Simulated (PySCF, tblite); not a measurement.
# C2H12BN2Si2 radical: geometry, infrared bands and EPR parameters

What infrared bands and EPR parameters should C2H12BN2Si2 radical (`[CH2]BN([SiH3])[SiH2]NC`) show?

Computed with tblite 0.8.0 and PySCF 2.14.0, with density-fitted response routines of our own, on a single molecule in the gas phase. Atoms count from 0, in the outputs and in this text.

## Step 1: The molecule as given

19 atoms, charge 0, multiplicity 2; geometry from: force field or distance geometry start.

Bonds of the start (Å): C0–B1 1.59, B1–N2 1.52, N2–Si3 1.76, N2–Si4 1.77, Si4–N5 1.79, N5–C6 1.47, C0–H7 1.10, C0–H8 1.12, B1–H9 1.18, Si3–H10 1.47, Si3–H11 1.48, Si3–H12 1.47, Si4–H13 1.48, Si4–H14 1.48, N5–H15 1.04, C6–H16 1.12, C6–H17 1.11, C6–H18 1.11.

## Step 2: Relaxing the molecule with GFN2-xTB

The job: settings as JSON, then the geometry in Å.

```
{"job": {"kind": "relax", "xc": "GFN2-xTB", "basis": "xTB"}, "charge": 0, "multiplicity": 2}
C     -2.336900     1.820200     0.092300
B     -1.932500     0.954100    -1.176200
N     -0.929700    -0.185300    -1.042700
Si    -1.461300    -1.493900     0.000800
Si     0.735000     0.343600    -0.773200
N      1.657900    -0.790800     0.255700
C      3.018800    -0.285400     0.453100
H     -2.806400     1.210600     0.885000
H     -2.993700     2.668600    -0.226300
H     -2.041900     1.475400    -2.224000
H     -0.346900    -2.144400     0.715200
H     -2.053900    -2.538300    -0.869500
H     -2.456200    -0.988900     0.963100
H      0.683700     1.692500    -0.177000
H      1.349500     0.455600    -2.119500
H      1.771900    -1.706800    -0.222400
H      3.700100    -1.079400     0.857200
H      3.039100     0.546400     1.181800
H      3.393600     0.055500    -0.535500
```

Launch:

```
$ OMP_NUM_THREADS=1 python probes_run.py task.json out
```

This one command runs all jobs of the session in turn.

**Question.** This job is followed by: GFN2-xTB harmonic vibrations, gas phase; UKS B3LYP, pcH-1 on B C H N Si, non-relativistic, mean-field spin-orbit, GIAO. Predict these results of the whole session: strongest single infrared mode (GFN2-xTB); zero-point energy (GFN2-xTB); g(iso) (B3LYP); ⟨S²⟩; largest a(iso) (averaged by class); potential on the surface of density 0.002 e/bohr³, 1st and 99th percentile.

The runs gave:

| quantity | value |
| --- | --- |
| strongest single infrared mode (GFN2-xTB) | 2178 cm⁻¹, 482 km/mol |
| zero-point energy (GFN2-xTB) | 85.4 kcal/mol |
| g(iso) (B3LYP) | 2.00272 |
| ⟨S²⟩ | 0.754 (exact 0.75) |
| largest a(iso) (averaged by class) | 13C on C0, 59.8 MHz |
| potential on the surface of density 0.002 e/bohr³, 1st and 99th percentile | -0.68 V and 1.51 V |

The optimisation took 239 steps and gained 1.648 eV; among the close pairs (by a distance rule), B1–N2 changed most, from 1.524 to 1.433 Å. All 51 modes are real, so the xTB geometry is a minimum. The strongest single mode, at 2178 cm⁻¹, moves mainly H14. Unscaled tight-binding wavenumbers are off by several per cent, some by more. Its intensities can rank the bands wrongly. Most of the unpaired spin sits on C0 (0.93 e). The isotropic g lies 0.4 ppt above the free-electron value. These values are for one conformer; the search (at its own cheap level) found 2 more, at 0.85, 1.18 kcal/mol, and measured spectra average over such forms.
